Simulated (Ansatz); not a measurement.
**La3Bi: relaxed, then solved by several methods**

Aim: relax La3Bi (L12 type), then solve it with and without frozen cores. The runs shown use PAW and LAPW. Its runs: cell and atoms relaxed (PAW); the reference run (LAPW and PAW); volume scaled by 0.7 (LAPW and PAW); volume scaled by 0.8 (LAPW and PAW).

Method: DFT PBEsol, with the methods named in each step, in Ansatz 0.2.0.

### Step 1. Starting point

Symmetry: Pm-3m, No. 221, cubic system. The conventional cell has a = 5.060 Å, b = 5.060 Å, c = 5.060 Å, α = 90.00°, β = 90.00°, γ = 90.00°. Around Bi (site symmetry m-3m) lie 12 La at 3.58 Å. La (site symmetry 4/mmm) is surrounded by 4 Bi at 3.58 Å and 8 La at 3.58 Å.

Structure file:

```xyz
4
Lattice="5.0603 0.0000 0.0000 0.0000 5.0603 0.0000 0.0000 0.0000 5.0603" Properties=species:S:1:pos:R:3 pbc="T T T"
Bi    0.0000    0.0000    0.0000
La    0.0000    2.5302    2.5302
La    2.5302    0.0000    2.5302
La    2.5302    2.5302    0.0000
```

An invented electride-like structure; its stability wasn't tested.

Atoms are numbered in the order of the input: Bi1, La2, La3, La4.

### Step 2. Cell and atoms relaxed, PAW

input.yaml

```yaml
crystal:
  lattice:
    - [5.0603382632, 0.0, 0.0]
    - [0.0, 5.0603382632, 0.0]
    - [0.0, 0.0, 5.0603382632]
  atoms:
    - { symbol: Bi, position: [0.0, 0.0, 0.0] }
    - { symbol: La, position: [0.0, 0.5, 0.5] }
    - { symbol: La, position: [0.5, 0.0, 0.5] }
    - { symbol: La, position: [0.5, 0.5, 0.0] }
kpoints:
  mp_grid: { grid: [7, 7, 7] }
scf:
  occupations: { method: fermi_dirac, width: 0.05 }
hamiltonian:
  xc: pbesol
  pseudopotentials: { kind: paw }
output:
  forces: true
  stress: true
relax:
  f_tol: 0.005
  max_steps: 50
  cell: {}
```

Run with:

```sh
ansatz run input.yaml --threads 1 --pin off --max-ram 3072MiB --backend cpu --events-out ev --progress --plain --runs-dir out
```

Further steps of the session: The relaxed cell, LAPW; The relaxed cell, PAW; Volume scaled by 0.7, LAPW; Volume scaled by 0.7, PAW; Volume scaled by 0.8, LAPW; Volume scaled by 0.8, PAW.

Before running it: what results should come out? Wanted: volume, relaxed; gap; Bader charges.

The runs gave:

```
             quantity                   value
volume, relaxed (PAW)   30.807 Å³/atom, Pm-3m
           gap (LAPW)                    none
  Bader charges (PAW)  Bi1 -1.44, La2 +0.48 e
```

What this shows: Relaxing changes the volume by -4.9 %, to 30.81 Å³/atom. There is no gap at this level; the crystal is a metal here. Within 0.3 eV of the Fermi level the largest projected share is La 5d (78 %). The projection holds only the free atom's occupied shells (Bi 6p, La 6s, La 5p, La 5d, La 4f in this range). PAW lies -0.04 GPa from LAPW in pressure. Spin-orbit coupling is left out, though the cell holds Bi; in elements this heavy it can shift bands and gaps by tenths of an eV.
